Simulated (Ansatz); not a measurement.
What does this script print? It uses Ansatz 0.2.0, Python API.

Input file `c2h8gesi.xyz`:
```text
12

C    -0.93960    0.10990   -0.71280
C     0.30960    0.97140   -0.62100
Ge    1.25530    0.00220    0.75450
Si   -0.57760   -1.14730    0.55730
H    -1.10200   -0.30590   -1.74910
H    -1.87530    0.77780   -0.44770
H     0.13650    2.01840   -0.29030
H     0.91730    0.97550   -1.58250
H     1.39320    0.81120    2.13790
H     2.52120   -0.75860    0.23640
H    -0.46400   -2.48980   -0.00790
H    -1.49760   -1.01990    1.75930
```

The script, `tae.py`:
```python
# -*- coding: utf-8 -*-
"""Energy to split C2H8GeSi into its atoms."""

from collections import Counter

import ansatz as az


def energy(molecule, charge=0, unpaired=0):
    calc = molecule.calculation().basis(gaussian="cc-pVDZ").functional("r2scan0")
    if charge:
        calc = calc.charge(charge)
    if unpaired:
        calc = calc.spin("collinear", total=unpaired)
    report = calc.run(threads=1, backend="cpu").report
    if report["published_state_doubts"]:
        print("  doubts:", report["published_state_doubts"])
    return report["free_energy_ev"]


def main():
    geometry = az.Crystal.molecule_from_extxyz("c2h8gesi.xyz")

    # Hund ground states
    unpaired = {"C": 2, "Ge": 2, "Si": 2, "H": 1}
    counts = Counter(site.symbol for site in geometry.cartesian_sites)
    atom_energy = {s: energy(az.Crystal.molecule().atom(s, (0, 0, 0)), 0, unpaired[s]) for s in counts}
    whole = energy(geometry, 0, 0)
    for s, e in atom_energy.items():
        print(f"{s:2s} x{counts[s]}  {e:14.5f} eV")
    print(f"C2H8GeSi: {whole:.5f} eV")
    split = sum(counts[s] * e for s, e in atom_energy.items()) - whole
    print(f"atomisation energy (no zero-point term): {96.485332 * split:.1f} kJ/mol, {split / sum(counts.values()):.3f} eV an atom")


if __name__ == "__main__":
    main()
```

`python tae.py` gives:
```text
C  x2     -1029.34840 eV
Ge x1    -56514.20609 eV
Si x1     -7873.29488 eV
H  x8       -13.58463 eV
C2H8GeSi: -66594.90210 eV
atomisation energy (no zero-point term): 3862.0 kJ/mol, 3.336 eV an atom
```

3862.0 kJ/mol from the electronic energies, without the zero-point term.

Caveats:
- Total energies depend on the basis set; only differences at equal settings carry meaning.
- The geometry is a force-field or estimated start, not a minimum of this method, and the basis set is short of its limit. All parts are taken at fixed geometry, without zero-point energy.
- For Al to Cl the sets with a tight d function, cc-pV(X+d)Z, are usual.
- It ran for 7.2 s on 1 thread of Intel(R) Xeon(R) 6975P-C (Granite Rapids), with other jobs on the host, peak memory 0.35 GiB.
